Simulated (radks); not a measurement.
# Ne⁴⁺ in [He] 2s2 2p1 3p1: an all-electron calculation

An exercise on one series of results from a longer session: the logs are not shown, and one member is left open.

Method: Dirac Kohn-Sham, PBE, spin-unpolarised, spherical densities, finite nucleus; open shells fill j = l - 1/2 first. Code: radks (a radial shooting solver on a logarithmic mesh, Libxc functionals) version 1.

### What is computed

| Quantity | Value |
| --- | --- |
| element | neon (Z = 10) |
| charge | +4 |
| electrons | 6 |
| configuration | [He] 2s2 2p1 3p1 |
| nuclear rms radius | 3.0055 fm |

Set-up of the first run:

The run's settings:

```text
Z 10
configuration [He] 2s2 2p1 3p1 3s0 3d0 4p0 4f0
relativity Dirac
functional pbe,pbe
spin unpolarised
j_filling energy
nucleus finite rms 3.0055 fm
c 137.035999084
```

On the command line:

```
$ python run_ks.py task.json out
```

This one command runs every case of the session in turn.

Among the steps run: Self-consistent calculation.

One of the session's tables, all rows but one given; the rest of the session is left out.

It belongs to the step «Orbitals and density». Radial moments (bohr):

```
level     <r>  outermost maximum (interpolated)  90 % within  nodes
1s1/2  0.1574                             0.103        0.281      0
2s1/2  0.7398                             0.617         1.14      1
2p1/2  0.6732                             0.520         1.10      0
2p3/2  0.6743                             0.521         1.10      0
3s1/2   1.992                              1.84         2.90      2
3p1/2   2.031                              1.87         3.00      1
3p3/2   2.033                              1.87         3.01      1
3d3/2   1.913                              1.62         2.94      0
3d5/2   1.913                              1.62         2.94      0
4p1/2   4.038                              4.02         5.75      2
4p3/2   4.041                              4.03         5.75      2
4f5/2   3.662                              3.25         5.32      0
4f7/2       ?                                 ?            ?      ?
```

Estimate the missing values for 4f7/2.

As computed: <r>: 3.663; outermost maximum (interpolated): 3.25; 90 % within: 5.32; nodes: 0. In the column «<r>» it lies between 4f5/2 (3.662) and 4p1/2 (4.038).
